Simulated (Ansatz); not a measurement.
# CsC: the cost of one run

Computed with Ansatz 0.2.0 (DFT PBE, scalar-relativistic, plane waves, PAW, unless a step's input says otherwise).

3 further runs of the same task are left out: 3 set aside as unsound or not needed.

## 1. The system as given

It takes space group Cmcm (No. 63, orthorhombic). The conventional cell has a = 4.299 Å, b = 11.344 Å, c = 4.270 Å, α = 90.00°, β = 90.00°, γ = 90.00°. Cs (site symmetry m2m) is surrounded by 7 C at 3.09 to 3.45 Å. C (site symmetry m2m) is surrounded by 2 C at 2.42 Å and 7 Cs at 3.09 to 3.45 Å.

As a file:

```
Cs C
1.0
     2.14975   -5.67214    0.00000
     2.14975    5.67214    0.00000
     0.00000    0.00000    4.27045
Cs C
2 2
Direct
  0.85400 0.14600 0.75000
  0.14600 0.85400 0.25000
  0.55000 0.45000 0.75000
  0.45000 0.55000 0.25000
```

(A quick probe on a coarse mesh, which set the mesh and smearing, is not shown.)

## 3. Coarse relaxation

The input, input.yaml:

```yaml
crystal:
  lattice:
    - [2.1497492247, -5.67214238, 0.0]
    - [2.1497492247, 5.67214238, 0.0]
    - [0.0, 0.0, 4.2704477842]
  atoms:
    - { symbol: Cs, position: [0.854, 0.146, 0.75] }
    - { symbol: Cs, position: [0.146, 0.854, 0.25] }
    - { symbol: C, position: [0.55, 0.45, 0.75], spin: 0.79 }
    - { symbol: C, position: [0.45, 0.55, 0.25], spin: 0.79 }
basis:
  ecutwfc: 420
kpoints:
  mp_grid: { grid: [4, 4, 4] }
hamiltonian:
  xc: pbe
scf:
  occupations: { method: gaussian, width: 0.1 }
  lower_state_search: "off"
output:
  forces: true
  stress: true
  eigenvalues: true
  populations: true
magnetization:
  spin_polarized: true
relax:
  adjacent_minimum: "off"
  f_tol: 0.04
  max_steps: 70
  cell: { stress_tol: 0.4 }
```

On the command line:

```
$ ansatz run input.yaml --threads 1 --pin off --max-ram 2560MiB --backend cpu --events-out ev --progress --plain --runs-dir out
```

**Question.** How long does this run take on 1 thread of Intel Xeon 6975P-C (Granite Rapids), shared host, and how much memory does it need?

About 2.5 min, with a peak of 0.53 GiB.
